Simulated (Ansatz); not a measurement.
# C2H9FSi2: the cost of one run

Program: Ansatz 0.2.0. Level of theory: RKS PBE0/def2-SVP. These are calculated values, not measurements.

### Step 1. The starting structure

Bond lengths: C1–C2 1.487 Å, C2–F3 1.346 Å, C2–Si4 1.881 Å, C2–Si5 1.877 Å, C1–H6 1.166 Å, C1–H7 1.070 Å, C1–H8 1.088 Å, Si4–H9 1.405 Å, Si4–H10 1.523 Å, Si4–H11 1.504 Å, Si5–H12 1.511 Å, Si5–H13 1.440 Å, Si5–H14 1.476 Å. Angles (14 of 24 angles, heavy atoms first): C1–C2–F3 105.8°, C1–C2–Si4 119.2°, C1–C2–Si5 113.8°, F3–C2–Si4 105.7°, F3–C2–Si5 108.9°, Si4–C2–Si5 102.9°, C2–C1–H6 110.1°, C2–C1–H7 114.3°, C2–C1–H8 112.5°, C2–Si4–H9 114.8°, C2–Si4–H10 107.3°, C2–Si4–H11 108.3°, C2–Si5–H12 108.9°, C2–Si5–H13 112.0°.

As a file:

```xyz
14

C    -1.1355    0.3103    1.1052
C     0.1592    0.2424    0.3777
F     1.0506    0.8885    1.1527
Si    0.2964    1.0317   -1.3237
Si    0.7698   -1.5068    0.0778
H    -1.4602    1.4215    1.2439
H    -1.1076   -0.0969    2.0942
H    -1.9576   -0.1141    0.5335
H     1.5817    0.9935   -1.8900
H    -0.7311    0.3553   -2.2219
H    -0.2020    2.4481   -1.2296
H     0.8421   -2.2341    1.3998
H     2.0761   -1.5263   -0.5274
H    -0.1948   -2.2422   -0.7634
```

### Step 2. Relaxing end A

File input.yaml:

```yaml
crystal:
  periodic: [false, false, false]
  atoms:
    - { symbol: C, position_ang: [-1.1355, 0.3103, 1.1052] }
    - { symbol: C, position_ang: [0.1592, 0.2424, 0.3777] }
    - { symbol: F, position_ang: [1.0506, 0.8885, 1.1527] }
    - { symbol: Si, position_ang: [0.2964, 1.0317, -1.3237] }
    - { symbol: Si, position_ang: [0.7698, -1.5068, 0.0778] }
    - { symbol: H, position_ang: [-1.4602, 1.4215, 1.2439] }
    - { symbol: H, position_ang: [-1.1076, -0.0969, 2.0942] }
    - { symbol: H, position_ang: [-1.9576, -0.1141, 0.5335] }
    - { symbol: H, position_ang: [1.5817, 0.9935, -1.89] }
    - { symbol: H, position_ang: [-0.7311, 0.3553, -2.2219] }
    - { symbol: H, position_ang: [-0.202, 2.4481, -1.2296] }
    - { symbol: H, position_ang: [0.8421, -2.2341, 1.3998] }
    - { symbol: H, position_ang: [2.0761, -1.5263, -0.5274] }
    - { symbol: H, position_ang: [-0.1948, -2.2422, -0.7634] }
basis:
  gaussian: { orbitals: def2-SVP }
hamiltonian:
  xc: pbe0
relax:
  f_tol: 0.015
  max_steps: 40
```

Launch:

```console
> ansatz run input.yaml --threads 2 --pin off --max-ram 3072MiB --backend cpu --events-out ev --progress --plain --runs-dir out
```

What time and memory should one allow on 2 threads of Arm Neoverse V1, shared host?

About 38 s, with a peak of 0.3 GiB.
